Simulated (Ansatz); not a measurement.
# Si5F: the cost of one run

Program: Ansatz 0.2.0. Level of theory: DFT PBE, scalar-relativistic, plane waves, PAW. These are calculated values, not measurements.

## (1) The starting structure

The structure is hexagonal, space group P-6m2 (No. 187). Conventional cell: a = 2.998 Å, b = 2.998 Å, c = 15.001 Å, α = 90.00°, β = 90.00°, γ = 120.00°. Si (site symmetry 3m) has 9 Si at 3.00 Å and 3 F at 3.08 Å as nearest neighbours. Around Si (site symmetry 3m) lie 12 Si at 3.00 to 3.04 Å. Around Si (site symmetry -6m2) lie 12 Si at 3.00 to 3.04 Å. F (site symmetry -6m2) has 6 F at 3.00 Å and 6 Si at 3.08 Å as nearest neighbours.

Coordinates:

```cif
data_structure
_symmetry_space_group_name_H-M 'P-6m2'
_symmetry_Int_Tables_number 187
_cell_length_a 2.9978
_cell_length_b 2.9978
_cell_length_c 15.0008
_cell_angle_alpha 90.000
_cell_angle_beta 90.000
_cell_angle_gamma 120.000
_cell_volume 116.75
loop_
_atom_site_label
_atom_site_type_symbol
_atom_site_symmetry_multiplicity
_atom_site_Wyckoff_symbol
_atom_site_fract_x
_atom_site_fract_y
_atom_site_fract_z
_atom_site_occupancy
Si1 Si 2 i 0.66667 0.33333 0.16976 1
Si2 Si 2 g 0.00000 0.00000 0.33337 1
Si3 Si 1 f 0.66667 0.33333 0.50000 1
F1 F 1 a 0.00000 0.00000 0.00000 1
```

A structure generator made this guess: species swapped into a database cell of Li5Mg (P-6m2, No. 187), with Si on the Li sites and F on the Mg sites. Lengths come from tabulated atomic sizes and are only a guess.

## (2) Probe: one point on a coarse mesh

input.yaml

```yaml
crystal:
  lattice:
    - [2.9978298, 0.0, 0.0]
    - [-1.4989149, 2.59619676, 0.0]
    - [0.0, 0.0, 15.0007987]
  atoms:
    - { symbol: Si, position: [0.66666667, 0.33333333, 0.16976275] }
    - { symbol: Si, position: [0.0, 0.0, 0.33336717] }
    - { symbol: Si, position: [0.66666667, 0.33333333, 0.5] }
    - { symbol: Si, position: [0.0, 0.0, 0.66663283] }
    - { symbol: Si, position: [0.66666667, 0.33333333, 0.83023725] }
    - { symbol: F, position: [0.0, 0.0, 0.0] }
basis:
  ecutwfc: 420
kpoints:
  mp_grid: { grid: [6, 6, 1] }
hamiltonian:
  xc: pbe
scf:
  occupations: { method: gaussian, width: 0.1 }
  lower_state_search: "off"
output:
  forces: true
  stress: true
  eigenvalues: true
```

The run is started by

```console
$ ansatz run input.yaml --threads 1 --pin off --max-ram 2560MiB --backend cpu --events-out ev --progress --plain --runs-dir out
```

**Question.** How long does this run take on 1 thread of Intel Xeon Platinum 8488C (Sapphire Rapids), shared host, and how much memory does it need?

About 1.4 s, with a peak of 0.37 GiB.
